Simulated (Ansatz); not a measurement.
**FH4InO2Si: basis-set convergence**

How large a basis does FH4InO2Si need? Two functionals are run in growing sets.

Program: Ansatz 0.2.0, Gaussian basis. Level of theory: one geometry, several basis sets. These are calculated values, not measurements.

The runs, in order: PBE0-D4/def2-SVP; ωB97M-V/def2-SVP; PBE0-D4/def2-QZVPP; ωB97M-V/def2-QZVPP; the functionals' def2-TZVPP values are taken from earlier runs.

## 1. The geometry

The geometry comes from an earlier relaxation with PBE0-D4 in a triple-zeta def2 set; it is a stationary point, not always the lowest conformer. In takes the def2 core potential; no spin-orbit term is included.

SMILES `[OH][In]([F])[O][SiH3]`, 9 atoms, charge 0, spin multiplicity 1.

Atoms are counted from 1 here; the program's logs count them from 0.

Bond lengths: O1–In2 1.955 Å, O1–H6 0.962 Å, In2–F3 1.946 Å, In2–O4 1.946 Å, O4–Si5 1.639 Å, Si5–H7 1.489 Å, Si5–H8 1.486 Å, Si5–H9 1.489 Å. Angles: In2–O1–H6 111.1°, O1–In2–F3 117.9°, O1–In2–O4 125.4°, F3–In2–O4 116.6°, In2–O4–Si5 135.9°, O4–Si5–H7 111.2°, O4–Si5–H8 107.9°, O4–Si5–H9 111.2°, H7–Si5–H8 109.2°, H7–Si5–H9 108.3°, H8–Si5–H9 109.1°.

## 2. PBE0-D4 in def2-SVP

in.yaml

```yaml
crystal:
  periodic: [false, false, false]
  atoms:
    - {symbol: O, position_ang: [-2.484880, 1.874094, 0.672455]}
    - {symbol: In, position_ang: [-0.721718, 1.048249, 0.498901]}
    - {symbol: F, position_ang: [0.793243, 1.953163, 1.318227]}
    - {symbol: O, position_ang: [-0.343325, -0.619017, -0.430619]}
    - {symbol: Si, position_ang: [0.991392, -1.520386, -0.732579]}
    - {symbol: H, position_ang: [-2.434837, 2.694060, 1.172982]}
    - {symbol: H, position_ang: [2.000325, -0.745007, -1.506187]}
    - {symbol: H, position_ang: [0.572990, -2.704382, -1.526190]}
    - {symbol: H, position_ang: [1.626808, -1.980764, 0.533019]}
basis:
  gaussian: {orbitals: def2-SVP}
hamiltonian: {xc: pbe0, dispersion: d4}
output: {orbitals: {seedname: orbitals}}
```

Started as:

```console
$ ansatz run in.yaml --threads 4 --pin off --events-out ev --progress --plain --max-ram 10444MiB
```

After this run come: ωB97M-V in def2-SVP; PBE0-D4 in def2-QZVPP; ωB97M-V in def2-QZVPP.

**Question.** What will the summary of the whole plan be? Wanted: PBE0-D4: double and triple zeta above quadruple; ωB97M-V: double and triple zeta above quadruple.

The runs gave:

| quantity | value |
| --- | --- |
| PBE0-D4: double and triple zeta above quadruple | 12.80, 0.76 eV |
| ωB97M-V: double and triple zeta above quadruple | 12.96, 0.70 eV |

In words: For PBE0-D4 the step from double to triple zeta gains 12.04 eV and the next only 0.76 eV. Total energies overstate the basis error of differences, where much of it tends to cancel.
